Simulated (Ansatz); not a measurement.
## CsLaO3, space group Pm-3m: a scan of one input key, step by step

Computed with the Python package of Ansatz (0.2.0).

Input file `POSCAR`:
```text
CsLaO3
1.0
   4.76535500    0.00000000    0.00000000
   0.00000000    4.76535500    0.00000000
   0.00000000    0.00000000    4.76535500
Cs La O
1 1 3
Direct
   0.00000000    0.00000000    0.00000000
   0.50000000    0.50000000    0.50000000
   0.50000000    0.50000000    0.00000000
   0.50000000    0.00000000    0.50000000
   0.00000000    0.50000000    0.50000000
```

Run as a notebook:

**Cell 1**
```python
import warnings

import ansatz as az
from ase.io import read
import pandas as pd
```

**Cell 2**
```python
warnings.simplefilter("ignore", az.DeckWarning)
```

**Cell 3**
```python
atoms = read("POSCAR", format="vasp")
structure = az.Crystal.from_ase(atoms)
```

**Cell 4**
```python
len(structure.resolved().sites)
```
Output:
```text
5
```

**Cell 5**
```python
calculation = (
    structure.calculation()
    .functional(az.Functional.R2SCAN)
    .pseudopotentials("paw")
    .basis(530)
    .kpoints(mesh=(5, 5, 5))  # sampling of the Brillouin zone
    .occupations("cold", width=0.1)  # smearing steadies the SCF of a metal
    .band_table()  # levels at the mesh points
)
typed = calculation.input()
rows = []
for value in [2, 6, 12]:
    edited = typed.set(az.key.scf.n_extra_bands, value)
    report = az.Session.from_dict(edited).plan().execute().report
    rows.append((value, report["free_energy_ev"], report["n_iterations"], len(report["eigenvalues_ev"][0]) if "eigenvalues_ev" in report else 0))
print(pd.DataFrame(rows, columns=["extra bands", "F eV", "iterations", "bands listed"]).round(4).to_string(index=False))
```
Output:
```text
 extra bands        F eV  iterations  bands listed
           2 -13657.7353           7            21
           6 -13657.7353           7            25
          12 -13657.7353           7            31
```

Caveats:
- Absolute energies stand on the zero of these potentials, so only differences at equal settings mean something. A total without «per atom» is that of the whole cell that was run.
- For a metal this k-point mesh is coarse: on a finer one energies can move by several to tens of meV an atom and pressures by half a GPa or more, differences at one mesh by less.
- This cell is a computed structure, which may not be the phase found in nature.
- It ran for 20 s on 1 thread of Arm Neoverse V1, on a shared host, peak memory 0.7 GiB.
